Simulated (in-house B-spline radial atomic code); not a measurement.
# Cl⁴⁺: ionisation energy by several methods

One table from this session's results is given with a row withheld; the runs are named, their logs left out.

Program: in-house B-spline radial atomic code version 1. Level of theory: Dirac-Coulomb, several functionals; spherical all-electron atom at the radial basis limit. These are calculated values, not measurements, unless marked.

## What is computed

```
element       : chlorine (Z = 17)
charge        : +4
electrons     : 13
configuration : [Ne] 3s2 3p1
nucleus       : Fermi, rms radius 3.365 fm
```

The outer shells:

[Ne] 3s2 3p1
```
[Ne] core
3s [↑↓]
3p [↑ ][  ][  ]
```

The boxes only draw the filling; these runs are spin-restricted and spherical.

The first run:

The run's settings:

```ini
Z = 17
electrons = 13.0
configuration = [Ne] 3s2 3p1
hamiltonian = dirac
method = lda,
spin_polarised = False
nucleus = fermi
rms_radius = 3.3654
mass_number = 35
atomic_mass = 34.968852694
speed_of_light = 137.035999084
```

Among the steps run: exchange-only LDA; relativistic LDA; BP86, a GGA; LDA (VWN5); PBE, a GGA; AM05, a GGA.

One of the session's tables, all rows but one given; the rest of the session is left out.

```
           method  ΔSCF (eV)
exchange-only LDA     65.744
 relativistic LDA     67.283
       LDA (VWN5)     67.289
             BP86          ?
              PBE     67.071
             AM05     67.014
```

Estimate the missing values for BP86.

As computed: ΔSCF (eV): 67.210. In the column «ΔSCF (eV)» it lies between PBE (67.071) and relativistic LDA (67.283).
